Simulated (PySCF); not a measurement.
# C3H5FOSi: the cost of one run

Computed with PySCF 2.14.0, with density-fitted response routines of our own, on a single molecule in the gas phase. Atoms are numbered from 0 throughout.

### 1 The molecule as given

11 atoms, charge 0, multiplicity 1; geometry from: GFN2-xTB. The atoms were then displaced at random by about 0.01 Å, so the start is not that level's minimum.

Bonds of the start (Å): O0–C1 1.22, C1–Si2 1.90, Si2–C3 1.85, C3–C4 1.52, C4–F5 1.36, C4–Si2 1.90, C1–H6 1.11, Si2–H7 1.46, C3–H8 1.10, C3–H9 1.10, C4–H10 1.07.

### 2 Relaxing the molecule at PBE0-D3(BJ)/def2-SVP

Job settings and geometry (Å):

```
{"job": {"xc": "PBE0", "basis": "def2-SVP", "d3": "d3bj", "grid": 1, "shake": 0.01, "kind": "geom"}, "charge": 0, "multiplicity": 1}
O      3.038880     0.442960     0.604170
C      1.901400    -0.004820     0.627250
Si     0.439430     0.673200    -0.386610
C     -1.210920     0.319810     0.375500
C     -0.887900    -0.641050    -0.755180
F     -0.694970    -1.932230    -0.371240
H      1.705300    -0.884170     1.269460
H      0.638090     1.779080    -1.311620
H     -1.316180    -0.134140     1.375640
H     -2.076330     0.977390     0.192090
H     -1.498690    -0.621840    -1.635140
```

Started as:

```sh
$ OMP_NUM_THREADS=1 python probes_run.py task.json out
```

This one command runs all jobs of the session in turn.

Q: Estimate the wall time and peak memory of this first job on 1 thread of Arm Neoverse N1, shared host.

About 67 s, with a peak of 0.46 GiB.
